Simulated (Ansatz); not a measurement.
# C₂H₂BrFO: how energies converge with the basis set

How large a basis does C₂H₂BrFO need? Two functionals are run in growing sets.

Computed with Ansatz 0.2.0, Gaussian basis. Level: one geometry, several basis sets.

Levels to be run: PBE0-D4/def2-SVP; ωB97M-V/def2-SVP; PBE0-D4/def2-QZVPP; ωB97M-V/def2-QZVPP; the functionals' def2-TZVPP values are taken from earlier runs.

### Step 1. The geometry

An earlier PBE0-D4 in a triple-zeta def2 set relaxation fixed the geometry.

SMILES `F[C@@H]1O[C@H]1Br`, 7 atoms, charge 0, spin multiplicity 1.

Atoms are counted from 1 here; the program's logs count them from 0.

Bond lengths: F1–C2 1.343 Å, C2–O3 1.389 Å, C2–C4 1.447 Å, C2–H6 1.086 Å, O3–C4 1.406 Å, C4–Br5 1.911 Å, C4–H7 1.084 Å. Angles: F1–C2–O3 115.2°, F1–C2–C4 119.6°, F1–C2–H6 111.9°, O3–C2–C4 59.4°, O3–C2–H6 117.2°, C4–C2–H6 123.2°, C2–O3–C4 62.4°, C2–C4–O3 58.3°, C2–C4–Br5 121.3°, C2–C4–H7 121.4°, O3–C4–Br5 117.5°, O3–C4–H7 116.3°, Br5–C4–H7 111.7°.

Geometry (Å):

```xyz
7
charge 0, multiplicity 1
F     0.77102   -1.48716    0.87734
C     0.04038   -0.38130    0.66356
O    -1.03765   -0.54235   -0.19791
C     0.04423    0.23536   -0.64577
Br   -0.24834    2.11115   -0.86191
H    -0.13481    0.17297    1.58076
H     0.62648   -0.17659   -1.46186
```

### Step 2. PBE0-D4 in def2-SVP

Input file in.yaml:

```yaml
crystal:
  periodic: [false, false, false]
  atoms:
    - {symbol: F, position_ang: [0.771015, -1.487156, 0.877338]}
    - {symbol: C, position_ang: [0.040376, -0.381298, 0.663565]}
    - {symbol: O, position_ang: [-1.037648, -0.542346, -0.197910]}
    - {symbol: C, position_ang: [0.044228, 0.235362, -0.645775]}
    - {symbol: Br, position_ang: [-0.248338, 2.111154, -0.861914]}
    - {symbol: H, position_ang: [-0.134807, 0.172970, 1.580760]}
    - {symbol: H, position_ang: [0.626475, -0.176588, -1.461864]}
basis:
  gaussian: {orbitals: def2-SVP}
hamiltonian: {xc: pbe0, dispersion: d4}
output: {orbitals: {seedname: orbitals}}
```

Run with:

```bash
> ansatz run in.yaml --threads 4 --pin off --events-out ev --progress --plain --max-ram 10444MiB
```

The runs that follow: ωB97M-V in def2-SVP; PBE0-D4 in def2-QZVPP; ωB97M-V in def2-QZVPP.

Before running them: what should the planned runs give, taken together? Wanted: PBE0-D4: double and triple zeta above quadruple; ωB97M-V: double and triple zeta above quadruple.

**Answer**, as computed:

| quantity | value |
| --- | --- |
| PBE0-D4: double and triple zeta above quadruple | 18.42, 1.79 eV |
| ωB97M-V: double and triple zeta above quadruple | 18.52, 1.72 eV |

**Reading.** PBE0-D4 gains 16.63 eV from double to triple zeta, then 1.79 eV more. Total energies overstate the basis error of differences, where much of it tends to cancel. The LUMO of ωB97M-V is positive and keeps falling with the basis (2.28 to 1.54 eV): an unbound level that the basis holds in place.
